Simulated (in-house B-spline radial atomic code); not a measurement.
# N: the cost of one run

Method: Dirac-Hartree-Fock, RPA and Brueckner orbitals, sums over states, B-spline basis. Code: an in-house B-spline radial atomic code, version 1.

**1. The atom as given**

```
element     : nitrogen (Z = 7)
charge      : +2
closed core : [He] 2s2
nucleus     : mass number 14, rms radius 2.558 fm
```

**2. The run and its levels**

Settings:

```ini
basis_form = 2
Z = 7
core_configuration = [He] 2s2
rms_radius = 2.5582
mass_number = 14
speed_of_light = 137.035999084
box_radius = 23.333
lmax = 6
intervals = 67
virtual_cutoff = 300.0
```

The run is started by

```sh
python run_mb.py task.json out
```

What time and memory should one allow on 1 thread of Arm Neoverse N1, shared host?

About 6.1 s, with a peak of 0.2 GiB.
